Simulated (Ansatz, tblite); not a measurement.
**The cluster NbHO3: isomers from a random search**

An exercise on one series of results from a longer session: the logs are not shown, and one member is left open.

Program: Ansatz 0.2.0, Gaussian basis. Level of theory: relaxed with B3LYP-D4/def2-TZVP, singlet. These are calculated values, not measurements.

1 further run of the same task is left out (set aside as unsound or not needed).

## Starting geometry

5 atoms, charge 0, spin multiplicity 1.

Atoms are counted from 1 here; the program's logs count them from 0.

Bond lengths: Nb1–O2 1.722 Å, Nb1–O3 1.722 Å, Nb1–O4 1.821 Å, O4–H5 0.967 Å. Angles: O2–Nb1–O3 107.1°, O2–Nb1–O4 107.9°, O3–Nb1–O4 108.0°, Nb1–O4–H5 155.0°.

Nb takes a core potential in the def2 sets. No spin-orbit coupling is included.

A search from random starts with GFN2-xTB found 5 distinct shapes; 3 go on here. The structure above is candidate A, which lies 0.00 eV above the lowest at that level; B lies 0.59 eV above the lowest at that level; C lies 1.45 eV above the lowest at that level.

Set-up of the first run:

File in.yaml:

```yaml
crystal:
  periodic: [false, false, false]
  atoms:
    - {symbol: Nb, position_ang: [0.770430, -0.252840, 0.083330]}
    - {symbol: O, position_ang: [0.469030, -0.566880, 1.749730]}
    - {symbol: O, position_ang: [0.381390, -1.690650, -0.781340]}
    - {symbol: O, position_ang: [-0.375830, 1.055550, -0.454650]}
    - {symbol: H, position_ang: [-1.245010, 1.454830, -0.597070]}
basis:
  gaussian: {orbitals: def2-TZVP}
hamiltonian: {xc: {name: B3LYP}, dispersion: d4}
scf: {lower_state_search: "off"}
output: {orbitals: {seedname: orbitals}}
relax: {f_tol: 0.02, max_steps: 100}
```

The run is started by

```bash
$ ansatz run in.yaml --threads 2 --pin off --events-out ev --progress --plain --max-ram 32768MiB --backend cpu
```

Steps of the session up to this table: Relaxing candidate A; Relaxing candidate B; Relaxing candidate C; Candidate B, PBE0-D4/def2-TZVP; Candidate B, PBE-D4/def2-TZVP; Candidate B, r2SCAN-D4/def2-TZVP; Candidate B, CAM-B3LYP-D4/def2-TZVP; Candidate B, HSE06-D4/def2-TZVP; Candidate B, CCSD(T)/def2-TZVPP; Candidate C, PBE0-D4/def2-TZVP; Candidate C, PBE-D4/def2-TZVP; Candidate C, r2SCAN-D4/def2-TZVP; Candidate C, CAM-B3LYP-D4/def2-TZVP; Candidate C, HSE06-D4/def2-TZVP; Candidate C, CCSD(T)/def2-TZVPP.

One of the session's tables, all rows but one given; the rest of the session is left out.

It belongs to the step «C against A». 

```
                method  C above A (kJ/mol)
              GFN1-xTB               189.3
              GFN2-xTB               109.4
         HF/def2-TZVPP               443.5
      PBE-D4/def2-TZVP               379.6
   r2SCAN-D4/def2-TZVP               396.0
     PBE0-D4/def2-TZVP               401.4
    HSE06-D4/def2-TZVP               400.9
CAM-B3LYP-D4/def2-TZVP               412.8
        MP2/def2-TZVPP               448.0
       CCSD/def2-TZVPP               416.5
    CCSD(T)/def2-TZVPP                   ?
```

Q: Estimate the row for CCSD(T)/def2-TZVPP from the others.

**Answer.** C above A (kJ/mol): 410.2. In the column «C above A (kJ/mol)» it lies between PBE0-D4/def2-TZVP (401.4) and CAM-B3LYP-D4/def2-TZVP (412.8).

To keep in mind: A random search of this size may have missed the true lowest shape. Only singlets are compared; another spin may lie lower and prefer another shape.
